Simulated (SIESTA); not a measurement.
The system is Hf2Pd2Se2Br2O3.

```xyz
11
Lattice="7.5867 -1.7097 -1.1758 7.5867 1.7097 -1.1758 -2.0245 0.0000 13.0516" Properties=species:S:1:pos:R:3 pbc="T T T"
Hf   14.2165    0.0000   -1.4206
Hf    8.6262    0.0000    2.2691
Pd    1.6873    0.0000    6.2302
Pd    3.3945    0.0000    8.9390
Se   12.2827    0.0000    8.8683
Se   10.7952    0.0000    5.8168
Br    8.8069    0.0000   -0.7891
Br    3.1532    0.0000    3.1608
O     8.2058    0.0000    4.0943
O     5.7021    0.0000    0.0464
O     0.0207    0.0000    2.8206
```

The cell was built by a generator and needn't be a form met in nature.

Base run:

* Program: SIESTA 5.4.2
* Functional: PBE
* Potentials or basis: PseudoDojo 0.4 standard (PBE files)
* Basis: DZP (energy shift 0.003 Ry; two zetas on semicore shells)
* Grid cutoff: 800 Ry
* Energy shift: 0.003 Ry
* k mesh: 8 × 8 × 2
* Occupations: fermi-dirac, width 0.05 eV
* Spin: no spin polarisation

Its results: band gap on the k mesh 0.81 eV, indirect (least direct gap 0.85 eV); pressure 1.6 GPa; largest force 0.848 eV/Å.

Question: The run is repeated on the same cell with these changes: functional from PBE to LDA; potentials or basis from PseudoDojo 0.4 standard (PBE files) to PseudoDojo 0.4 standard (LDA files). What comes out?

Answer: Band gap on the k mesh 0.77 eV, indirect (least direct gap 0.81 eV); pressure -2.9 GPa; largest force 0.826 eV/Å.

Caveats: short orbitals over semicore shells can move pressures by several GPa; spin-orbit coupling is left out, which moves the levels of the heavy elements; the basis of atomic orbitals isn't converged, which shifts pressures, moduli and gaps; the mesh misses the band edges, which the band path finds closer together (some runs).

Not every run made on this cell is shown here.
